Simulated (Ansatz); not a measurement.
# CO2: the cost of one run

All numbers below are computed with Ansatz 0.2.0 (DFT PBE+D3(BJ), plane waves, PAW, scalar-relativistic, no spin polarisation).

## Step 1: The system as given

The cell holds 30 atoms (C10O20): a = 8.707 Å, b = 8.707 Å, c = 8.707 Å, α = 90.00°, β = 90.00°, γ = 90.00°.

Its coordinates follow in the input file.

## Step 2: Relaxing the start

The input, input.yaml:

```yaml
accuracy: low
crystal:
  lattice:
    - [8.706588, 0.0, 0.0]
    - [0.0, 8.706588, 0.0]
    - [0.0, 0.0, 8.706588]
  atoms:
    - { symbol: C, position: [0.3933137, 0.2074448, 0.5064861] }
    - { symbol: O, position: [0.3169639, 0.2943866, 0.4362127] }
    - { symbol: O, position: [0.4696634, 0.120503, 0.5767596] }
    - { symbol: C, position: [0.9538496, 0.0432056, 0.3772893] }
    - { symbol: O, position: [0.8970609, 0.0606364, 0.4989352] }
    - { symbol: O, position: [1.0106382, 0.0257748, 0.2556435] }
    - { symbol: C, position: [0.7273028, 0.3880767, 0.3493214] }
    - { symbol: O, position: [0.6938315, 0.2842529, 0.4294886] }
    - { symbol: O, position: [0.7607741, 0.4919006, 0.2691542] }
    - { symbol: C, position: [0.3613654, 0.4422923, 0.9030642] }
    - { symbol: O, position: [0.3119756, 0.3392768, 0.9756931] }
    - { symbol: O, position: [0.4107552, 0.5453078, 0.8304353] }
    - { symbol: C, position: [0.529631, 0.8831431, 0.9162542] }
    - { symbol: O, position: [0.419474, 0.8068224, 0.935414] }
    - { symbol: O, position: [0.639788, 0.9594638, 0.8970944] }
    - { symbol: C, position: [0.9858126, 0.5155786, 0.8241045] }
    - { symbol: O, position: [0.8736671, 0.5108497, 0.8997849] }
    - { symbol: O, position: [1.0979581, 0.5203076, 0.7484241] }
    - { symbol: C, position: [0.6612212, 0.6408921, 0.5737361] }
    - { symbol: O, position: [0.6481506, 0.7734828, 0.5497491] }
    - { symbol: O, position: [0.6742918, 0.5083014, 0.597723] }
    - { symbol: C, position: [0.3360771, 0.6729773, 0.2835676] }
    - { symbol: O, position: [0.2201408, 0.6315406, 0.3398551] }
    - { symbol: O, position: [0.4520133, 0.7144141, 0.2272801] }
    - { symbol: C, position: [0.0349091, 0.8905965, 0.7998533] }
    - { symbol: O, position: [0.1401495, 0.9228741, 0.7210555] }
    - { symbol: O, position: [-0.0703314, 0.8583188, 0.8786512] }
    - { symbol: C, position: [0.8236981, 0.2216234, 0.9607315] }
    - { symbol: O, position: [0.7945028, 0.2767122, 1.0808954] }
    - { symbol: O, position: [0.8528934, 0.1665346, 0.8405676] }
basis:
  ecutwfc: 420.0
kpoints:
  mp_grid: { grid: [1, 1, 1] }
hamiltonian:
  xc: pbe
  dispersion: d3bj
scf:
  occupations: { method: fermi_dirac, width: 0.02 }
  lower_state_search: "off"
relax:
  f_tol: 0.3
  max_steps: 15
  adjacent_minimum: "off"
```

The run is started by

```sh
> ansatz run input.yaml --threads 1 --pin off --max-ram 3072MiB --backend cpu --events-out ev --progress --plain --runs-dir out
```

Q: Estimate wall time and peak memory on 1 thread of Arm Neoverse V1, shared host.

About 50 s, with a peak of 0.55 GiB.
